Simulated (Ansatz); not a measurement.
**CH5AsSi (SMILES C=[SiH][AsH2]): single points off equilibrium**

The task here is to estimate one member of a computed series from the others.

Computed with Ansatz 0.2.0, Gaussian basis. Level: single points in def2-TZVPP.

Correlated methods freeze the cores. Filled d shells of the heavier atoms are correlated.

### Starting geometry

SMILES `C=[SiH][AsH2]`, 8 atoms, charge 0, spin multiplicity 1.

Atoms are counted from 1 here; the program's logs count them from 0.

Bond lengths: C1–Si2 1.882 Å, C1–H4 1.100 Å, C1–H5 1.102 Å, Si2–As3 2.482 Å, Si2–H6 1.538 Å, As3–H7 1.547 Å, As3–H8 1.509 Å. Angles: Si2–C1–H4 123.5°, Si2–C1–H5 116.4°, H4–C1–H5 117.3°, C1–Si2–As3 119.6°, C1–Si2–H6 123.8°, As3–Si2–H6 116.6°, Si2–As3–H7 94.8°, Si2–As3–H8 93.4°, H7–As3–H8 89.8°.

Coordinates:

```
C    -1.11090    1.15580   -0.95090
Si    0.31390    0.56650    0.12790
As    1.17420   -1.74650   -0.13600
H    -1.68280    0.49210   -1.61550
H    -1.57990    2.11110   -0.66470
H     1.03120    1.45370    1.15950
H     1.96820   -1.74270    1.19160
H    -0.00540   -2.36230    0.57640
```

The first run:

Input file run/in.yaml:

```yaml
crystal:
  periodic: [false, false, false]
  atoms:
    - {symbol: C, position_ang: [-1.110900, 1.155800, -0.950900]}
    - {symbol: Si, position_ang: [0.313900, 0.566500, 0.127900]}
    - {symbol: As, position_ang: [1.174200, -1.746500, -0.136000]}
    - {symbol: H, position_ang: [-1.682800, 0.492100, -1.615500]}
    - {symbol: H, position_ang: [-1.579900, 2.111100, -0.664700]}
    - {symbol: H, position_ang: [1.031200, 1.453700, 1.159500]}
    - {symbol: H, position_ang: [1.968200, -1.742700, 1.191600]}
    - {symbol: H, position_ang: [-0.005400, -2.362300, 0.576400]}
basis:
  gaussian: {orbitals: def2-TZVPP}
correlation: {method: ccsd_t}
output: {forces: true}
```

No record of the launch command was kept for these runs.

Steps of the session up to this table: CCSD(T)/def2-TZVPP; PBE0-D4/def2-TZVPP; wB97M-V/def2-TZVPP; r2SCAN-D4/def2-TZVPP; PBE-D4/def2-TZVPP; BHLYP-D4/def2-TZVPP; revPBE-D4/def2-TZVPP.

One of the session's tables, all rows but one given; the rest of the session is left out.

| method | RMS force component (eV/Å) | angle to CCSD(T) forces (°) | dipole (D) |
| --- | --- | --- | --- |
| CCSD(T) | 0.853 | reference | 1.00 |
| PBE0-D4 | 1.003 | 5.7 | 1.25 |
| wB97M-V | 1.070 | 4.7 | 1.35 |
| r2SCAN-D4 | 0.954 | 5.0 | 1.14 |
| PBE-D4 | 0.889 | 12.0 | 1.10 |
| BHLYP-D4 | ? | ? | ? |
| revPBE-D4 | 0.870 | 12.9 | 1.07 |

Estimate the missing values for BHLYP-D4.

The run gave: RMS force component (eV/Å): 1.098; angle to CCSD(T) forces (°): 6.2; dipole (D): 1.38. In the column «RMS force component (eV/Å)» it is the highest.
